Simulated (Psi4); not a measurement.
# MP2/def2-SVP (core potential) run of CH3InS (SMILES [CH2]1[S][InH]1)

What is the vertical singlet–triplet gap of CH3InS at MP2/def2-SVP (core potential)? 

The results are computed with Psi4 1.11.

## 1. The structure to begin with

CH3InS has 6 atoms, charge 0, and is taken as a singlet. As SMILES, `[CH2]1[S][InH]1`. Geometry: a GFN2-xTB relaxation, a rough one for these elements and not checked as a minimum.

Bond lengths: C1–In3 2.170 Å, S2–In3 2.365 Å, C1–H4 1.085 Å, C1–H5 1.085 Å, In3–H6 1.756 Å. Angles: C1–In3–S2 52.0°, C1–In3–H6 157.0°, S2–In3–H6 151.0°, In3–C1–H4 122.7°, In3–C1–H5 122.8°, H4–C1–H5 112.6°. A long bond or contact: C1–S2 1.995 Å.

## 2. The energy at MP2/def2-SVP (core potential)

Input file ch3ins.dat:

```
memory 1600 mb

molecule m {
  0 1
  C     -0.27673149    -1.49704104    -0.87129602
  S     -2.61674156     1.42579836    -1.31625094
  In     0.90663390     1.68924508     1.42150868
  H      0.55762038    -1.92007513    -2.69520299
  H     -1.35920441    -3.06630740    -0.11621816
  H      2.78844207     3.36838013     3.57745942
  units au
  symmetry c1
  no_reorient
  no_com
}

set {
  basis def2-SVP
  puream true
  e_convergence 1e-09
  d_convergence 1e-08
  scf_type pk
  num_frozen_docc 10
  mp2_type conv
}

energy("mp2")
```

Run with:

```sh
$ psi4 -n 1 ch3ins.dat ch3ins.out
```

ch3ins.out:

```text
[...]
    !!!  WARNING: ECP capability is in beta. Please check occupations closely.  !!!
[...]
  Running in c1 symmetry.
[...]
  Nuclear repulsion =  161.321083599942455
[...]
  Multiplicity = 1
[...]
  Nalpha       = 23
  Nbeta        = 23
[...]
    Number of basis functions: 73
[...]
   @RHF iter   1:  -626.04720080886932   -1.48990e+00   4.79633e-03 DIIS/ADIIS
[...]
   @RHF iter  13:  -626.13844380693320   -5.68434e-12   5.03508e-09 DIIS
[...]
    Orbital Energies [Eh]
    ---------------------
    Doubly Occupied:
       1A    -91.880996     2A    -11.255268     3A     -8.914187
       4A     -6.601382     5A     -6.600117     6A     -6.598485
       7A     -5.414133     8A     -3.674332     9A     -3.668101
      10A     -3.666011    11A     -1.072718    12A     -1.056995
      13A     -1.055605    14A     -1.054402    15A     -1.053277
      16A     -0.945740    17A     -0.788284    18A     -0.572844
      19A     -0.545672    20A     -0.475340    21A     -0.390617
      22A     -0.332693    23A     -0.314454
[...]
  @RHF Final Energy:  -626.13844380693320
   => Energetics <=
    Nuclear Repulsion Energy =            161.3210835999424546
    One-Electron Energy =               -1259.0557457007155335
    Two-Electron Energy =                 471.5962182938397973
    Total Energy =                       -626.1384438069331964
[...]
 Multipole Moments:
 ------------------------------------------------------------------------------------
     Multipole            Electronic (a.u.)      Nuclear  (a.u.)        Total (a.u.)
 ------------------------------------------------------------------------------------
 L = 1.  Multiply by 2.5417464519 to convert [e a0] to [Debye]
 Dipole X            :         23.6465562          -22.5020840            1.1444723
 Dipole Y            :        -47.6291925           47.6866718            0.0574793
 Dipole Z            :         -3.4561669            4.3299294            0.8737624
 Magnitude           :                                                    1.4410349
[...]
	SCS-MP2 Total Energy (a.u.)        :  -626.49052985350329
	SOS-MP2 Total Energy (a.u.)        :  -626.48829376314325
	SCSN-MP2 Total Energy (a.u.)       :  -626.29234326932590
[...]
	SOS-PI-MP2 Total Energy (a.u.)     :  -626.51520529823642
[...]
	MP2 Total Energy (a.u.)            :  -626.49500203422360
[...]
```

Wall time 4.8 s (1 thread of AMD EPYC 7R43 (Zen 3), shared host); peak memory 0.29 GiB.

## 3. The triplet

Input file run.py:

```python
import psi4

psi4.set_memory(1600000000)
psi4.set_num_threads(1)
psi4.core.set_output_file('output.dat', False)

molecule = psi4.geometry("""
0 3
C     -0.146440    -0.792200    -0.461070
S     -1.384720     0.754500    -0.696530
In     0.479770     0.893910     0.752230
H      0.295080    -1.016060    -1.426240
H     -0.719260    -1.622620    -0.061500
H      1.475580     1.782470     1.893110
symmetry c1
no_reorient
no_com
""")

options = {'basis': 'def2-SVP', 'reference': 'uhf', 'puream': True, 'e_convergence': 1e-09, 'd_convergence': 1e-08, 'scf_type': 'pk', 'num_frozen_docc': 10, 'mp2_type': 'conv', 'maxiter': 200}
psi4.set_options(options)

e = psi4.energy('mp2')
print('E =', round(e, 9))
```

Run with:

```sh
$ python run.py
```

output.dat:

```text
[...]
    !!!  WARNING: ECP capability is in beta. Please check occupations closely.  !!!
[...]
  Running in c1 symmetry.
[...]
  Nuclear repulsion =  161.321083501999141
[...]
  Multiplicity = 3
[...]
  Nalpha       = 24
  Nbeta        = 22
[...]
    Number of basis functions: 73
[...]
   @UHF iter   1:  -625.87381584746367   -1.23045e+00   4.96210e-03 ADIIS/DIIS
[...]
   @UHF iter  29:  -626.02031096622761   -5.11591e-12   7.12943e-09 DIIS
[...]
   @S^2 Observed:                2.049942128E+00
[...]
    Orbital Energies [Eh]
    ---------------------
    Alpha Occupied:
       1A    -91.931667     2A    -11.312703     3A     -8.965150
       4A     -6.657830     5A     -6.648336     6A     -6.647884
       7A     -5.400022     8A     -3.655717     9A     -3.655242
      10A     -3.651950    11A     -1.087826    12A     -1.050730
      13A     -1.040685    14A     -1.040103    15A     -1.037764
      16A     -1.003300    17A     -0.856505    18A     -0.632740
      19A     -0.610628    20A     -0.504633    21A     -0.459899
      22A     -0.405227    23A     -0.376398    24A     -0.183740
    Alpha Virtual:
      25A      0.021746    26A      0.068959    27A      0.134479
[...]
  @UHF Final Energy:  -626.02031096622761
   => Energetics <=
    Nuclear Repulsion Energy =            161.3210835019991407
    One-Electron Energy =               -1258.1039138069090768
    Two-Electron Energy =                 470.7625193386824094
    Total Energy =                       -626.0203109662276120
  UHF NO Occupations:
  HONO-2 :   22  A 1.9879401
  HONO-1 :   23  A 1.0000000
[...]
 Multipole Moments:
 ------------------------------------------------------------------------------------
     Multipole            Electronic (a.u.)      Nuclear  (a.u.)        Total (a.u.)
 ------------------------------------------------------------------------------------
 L = 1.  Multiply by 2.5417464519 to convert [e a0] to [Debye]
 Dipole X            :         22.3878189          -22.5020839           -0.1142650
 Dipole Y            :        -48.1628243           47.6866719           -0.4761524
 Dipole Z            :         -4.6592710            4.3299295           -0.3293415
 Magnitude           :                                                    0.5901216
[...]
	SCS-MP2 Total Energy (a.u.)        :  -626.34818078326168
	SOS-MP2 Total Energy (a.u.)        :  -626.34557598295044
	SCSN-MP2 Total Energy (a.u.)       :  -626.16617194943262
[...]
	SOS-PI-MP2 Total Energy (a.u.)     :  -626.37059636885215
[...]
	MP2 Total Energy (a.u.)            :  -626.35339038388440
[...]
```

Standard output:

```text
E = -626.353390384
```

Run time: 5.7 s. Hardware: 1 thread of AMD EPYC 7R43 (Zen 3), shared host; peak memory 0.31 GiB.

## 4. Summary of results

At MP2/def2-SVP (core potential), 10 core orbitals frozen:

| quantity | value |
| --- | --- |
| singlet: total energy | -626.49500 Eh |
| singlet: HOMO energy (Hartree–Fock orbitals) | -8.56 eV |
| singlet: LUMO energy (Hartree–Fock orbitals) | 0.90 eV |
| singlet: HOMO–LUMO gap (Hartree–Fock orbitals) | 9.46 eV |
| singlet: correlation energy (10 core orbitals frozen) | -356.6 mEh |
| triplet: total energy | -626.35339 Eh |
| triplet: HOMO energy (Hartree–Fock orbitals) (highest over α and β) | -5.00 eV |
| triplet: LUMO energy (Hartree–Fock orbitals) (lowest over α and β) | -0.61 eV |
| triplet: correlation energy (10 core orbitals frozen) | -333.1 mEh |
| triplet: ⟨S²⟩ of the reference determinant | 2.050 |
| vertical energy of the triplet above the singlet | 3.853 eV |

What this shows: At this shape the triplet lies 3.85 eV (372 kJ/mol) above the singlet.
